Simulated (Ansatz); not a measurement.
**SiAsH+ (doublet): wave-function methods side by side, cc-pVTZ**

One table from this session's results is given with a row withheld; the runs are named, their logs left out.

The runs use Ansatz 0.2.0, Gaussian basis; cc-pVTZ, core rule «outside noble gas», up to 19 orbitals frozen.

To be run: UHF; CCSD(T) on ROHF; CCSD(T) on UHF; BCCD(T) on ROHF; CCSDT(Q) on ROHF; CCSDT(Q) on UHF; CASSCF and MRCISD+Q, 9 electrons in 9 orbitals; CASSCF and NEVPT2, 9 electrons in 9 orbitals.

6 further runs of the same task are left out: 6 set aside as unsound or not needed. Runs told in other sessions of the task aren't counted.

## The system

The geometry is a PBE0/def2-TZVP stationary point (not a proven minimum) of the parent state, kept for this charge and spin. No spin-orbit coupling is included. The filled d shell of As may be among the frozen orbitals whatever the setting's name suggests.

3 atoms, charge 1, spin multiplicity 2.

Atoms are counted from 1 here; the program's logs count them from 0.

Bond lengths: Si1–As2 2.196 Å, Si1–H3 1.512 Å. Angles: As2–Si1–H3 116.7°.

As a file:

```
atom    x (Å)     y (Å)     z (Å)
 Si1  0.00000  -0.10436   1.57181
 As2  0.00000   0.02292  -0.62055
  H3  0.00000   1.20459   2.32945
```

Set-up of the first run:

File in.yaml:

```yaml
crystal:
  periodic: [false, false, false]
  atoms:
    - {symbol: Si, position_ang: [0.000000, -0.104364, 1.571806]}
    - {symbol: As, position_ang: [0.000000, 0.022917, -0.620554]}
    - {symbol: H, position_ang: [0.000000, 1.204585, 2.329445]}
basis:
  gaussian: {orbitals: cc-pVTZ}
total_charge: 1
magnetization: {spin_polarized: true, initial_magnetization: 1}
hamiltonian: {xc: hf}
output: {orbitals: {seedname: orbitals}}
```

Launch:

```console
> ansatz run in.yaml --threads 1 --pin off --events-out ev --progress --plain --max-ram 4096MiB --backend cpu
```

Among the steps run: UHF; CCSD(T) on ROHF; CCSD(T) on UHF; BCCD(T) on ROHF; CCSDT(Q) on ROHF; CCSDT(Q) on UHF; CASSCF and MRCISD+Q, 9 electrons in 9 orbitals; CASSCF and NEVPT2, 9 electrons in 9 orbitals.

One of the session's tables, all rows but one given; the rest of the session is left out.

| method | from RCCSDT(Q) (meV) |
| --- | --- |
| ROHF | ? |
| UHF | +5783.7 |
| RMP2 | +1431.9 |
| UMP2 | +1520.0 |
| RCCSD | +478.0 |
| UCCSD | +464.3 |
| RCCSD(T) | +90.7 |
| UCCSD(T) | +167.7 |
| BCCD(T) | +111.9 |
| RCCSDT | +39.7 |
| UCCSDT | +45.9 |
| RCCSDT(Q) | 0 |
| UCCSDT(Q) | +0.1 |
| CASSCF valence | +4210.2 |
| NEVPT2 valence | +1008.1 |
| MRCISD valence | +362.9 |
| MRCISD+Q valence | +49.5 |

**Question.** Estimate the row for ROHF.

The run gave: from RCCSDT(Q) (meV): +6700.6. In the column «from RCCSDT(Q) (meV)» it is the highest.

Limits of these values: The determinant of HF (⟨S²⟩ 1.60) is far from a pure spin state, so its energy mixes those of several spin states; that is harmless only where they are near-degenerate. The determinant of CCSD(T) (⟨S²⟩ 1.60) is far from a pure spin state, so its energy mixes those of several spin states; high orders of coupled cluster remove much of that, low ones don't. The determinant of CCSDT(Q) (⟨S²⟩ 1.60) is far from a pure spin state, so its energy mixes those of several spin states; high orders of coupled cluster remove much of that, low ones don't. Warnings: spin contamination; large T1 diagnostic. Restricted and unrestricted rows rest on different reference determinants; a gap between their highest levels can come from leftover correlation error, from unlike frozen cores or from another state.
